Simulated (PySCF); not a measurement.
# H2OPm (Pm(H2O)3+): the cost of one run

The runs use PySCF 2.14.0; PBE0, Pm lcecp-1-SVP with ECP50, O def2-SVP, H def2-SVP; scalar-relativistic core potentials, no spin–orbit coupling.

1 further run of the same task is left out (for a known fault of the program).

## Step 1: The starting structure

4 atoms, charge 3, spin multiplicity 1.

Bond lengths: Pm1–O2 2.510 Å, O2–H3 0.970 Å, O2–H4 0.970 Å. Angles: Pm1–O2–H3 127.5°, Pm1–O2–H4 127.5°, H3–O2–H4 105.1°.

Coordinates:

```xyz
4
charge 3, multiplicity 1
Pm    0.0000    0.0000    0.0000
O     0.0000    0.0000    2.5100
H     0.7700    0.0000    3.1000
H    -0.7700    0.0000    3.1000
```

Formal oxidation states: Pm +3. Each metal's 4 4f electrons lie in its core potential, so multiplicities, spins and levels count the valence alone.

## Step 2: SCF at the start, singlet

Input file run.py (the lines that set the calculation):

```python
mol = gto.M(atom='''
Pm     0.00000     0.00000     0.00000
O      0.00000     0.00000     2.51000
H      0.77000     0.00000     3.10000
H     -0.77000     0.00000     3.10000''',
    basis={'Pm': 'lcecp-1-SVP', 'O': 'def2-SVP', 'H': 'def2-SVP'},
    ecp={'Pm': 'lcecp-1-SVP'},
    charge=3, spin=0)
mf = dft.RKS(mol, xc='PBE0')
mf.grids.atom_grid = (50, 194)  # f atoms: unpruned, at least (60, 302)
mf = mf.density_fit()  # fitting sets: Pm AutoAux, O def2-universal-JKFIT, H def2-universal-JKFIT
mf.conv_tol = 1e-08; mf.max_cycle = 55
mf.kernel(dm0)  # dm0: free metal ions and neutral atoms
```

Command:

```bash
$ OMP_NUM_THREADS=2 python run.py
```

What time and memory should one allow on 2 threads of Arm Neoverse V1, shared host?

About 2 s, with a peak of 0.33 GiB.
